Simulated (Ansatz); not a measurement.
# CH6SSi2: a ladder of functionals and wavefunction methods

The task here is to estimate one member of a computed series from the others.

The runs use Ansatz 0.2.0, Gaussian basis; functionals in def2-TZVPP, the program's frozen cores in correlated methods.

Plan: LDA (SPW92), PBE-D4, revPBE-D4, BLYP-D4, r2SCAN-D4, B97M-V, PBE0-D4, B3LYP-D4, r2SCANh-D4, r2SCAN0-D4, HSE06-D4, BHLYP-D4, CAM-B3LYP-D4, LC-ωPBE, ωB97X-V, ωB97M-V, B2PLYP, PBE-QIDH; CCSD(T)/def2-SVP; CCSD(T)/def2-TZVPP; MP2/def2-QZVPP; extrapolation to the limit; RPA on PBE.

### The relaxed structure

The geometry comes from an earlier relaxation with PBE0-D4 in a triple-zeta def2 set; it is a stationary point, not always the lowest conformer.

10 atoms, charge 0, spin multiplicity 1.

Atoms are counted from 1 here; the program's logs count them from 0.

Bond lengths: C1–Si2 1.899 Å, C1–S4 1.842 Å, C1–H5 1.091 Å, C1–H6 1.091 Å, Si2–Si3 2.320 Å, Si2–H7 1.487 Å, Si2–H8 1.490 Å, Si3–S4 2.160 Å, Si3–H9 1.490 Å, Si3–H10 1.487 Å. Angles: Si2–C1–S4 100.0°, Si2–C1–H5 113.5°, Si2–C1–H6 115.1°, S4–C1–H5 109.8°, S4–C1–H6 109.3°, H5–C1–H6 108.8°, C1–Si2–Si3 84.4°, C1–Si2–H7 110.3°, C1–Si2–H8 116.0°, Si3–Si2–H7 111.7°, Si3–Si2–H8 123.6°, H7–Si2–H8 108.7°, Si2–Si3–S4 79.4°, Si2–Si3–H9 118.5°, Si2–Si3–H10 121.5°, S4–Si3–H9 113.8°, S4–Si3–H10 113.2°, H9–Si3–H10 107.8° and more.

Set-up of the first run:

Input file in.yaml:

```yaml
crystal:
  periodic: [false, false, false]
  atoms:
    - {symbol: C, position_ang: [-0.576707, 1.262134, 0.093251]}
    - {symbol: Si, position_ang: [-0.831310, -0.520086, -0.510280]}
    - {symbol: Si, position_ang: [1.324299, -0.855283, 0.279612]}
    - {symbol: S, position_ang: [0.830541, 1.008261, 1.253902]}
    - {symbol: H, position_ang: [-0.282671, 1.951333, -0.699479]}
    - {symbol: H, position_ang: [-1.419630, 1.691401, 0.636377]}
    - {symbol: H, position_ang: [-1.839852, -1.211985, 0.336059]}
    - {symbol: H, position_ang: [-1.218813, -0.677177, -1.940562]}
    - {symbol: H, position_ang: [2.458209, -0.749715, -0.680601]}
    - {symbol: H, position_ang: [1.639035, -1.950183, 1.234624]}
basis:
  gaussian: {orbitals: def2-TZVPP}
hamiltonian: {xc: lda}
output: {orbitals: {seedname: orbitals}}
```

Steps of the session up to this table: LDA; PBE-D4 (GGA); revPBE-D4 (GGA); BLYP-D4 (GGA); r2SCAN-D4 (meta-GGA); B97M-V (meta-GGA); PBE0-D4 (hybrid); B3LYP-D4 (hybrid); r2SCANh-D4 (hybrid); r2SCAN0-D4 (hybrid); HSE06-D4 (hybrid); BHLYP-D4 (hybrid); CAM-B3LYP-D4 (range-separated); LC-ωPBE (range-separated); ωB97X-V (range-separated); ωB97M-V (range-separated); B2PLYP (double hybrid); PBE-QIDH (double hybrid).

One of the session's tables, all rows but one given; the rest of the session is left out.

It belongs to the step «Frontier levels by functional». 

```
  functional  HOMO (eV)  gap (eV)
 LDA (SPW92)          ?         ?
      PBE-D4      -5.73      4.28
   revPBE-D4      -5.69      4.34
     BLYP-D4      -5.55      4.26
   r2SCAN-D4      -5.96      4.81
      B97M-V      -6.11      4.80
     PBE0-D4      -6.88      6.29
    B3LYP-D4      -6.64      5.85
  r2SCANh-D4      -6.39      5.53
  r2SCAN0-D4      -7.03      6.61
    HSE06-D4      -6.48      5.52
    BHLYP-D4      -7.89      8.17
CAM-B3LYP-D4      -8.14      8.55
     LC-ωPBE      -9.50     11.04
     ωB97X-V      -9.16     10.56
     ωB97M-V      -9.01     10.10
```

Estimate the missing values for LDA (SPW92).

**Answer.** HOMO (eV): -5.81; gap (eV): 4.16. In the column «HOMO (eV)» it lies between r2SCAN-D4 (-5.96) and PBE-D4 (-5.73).
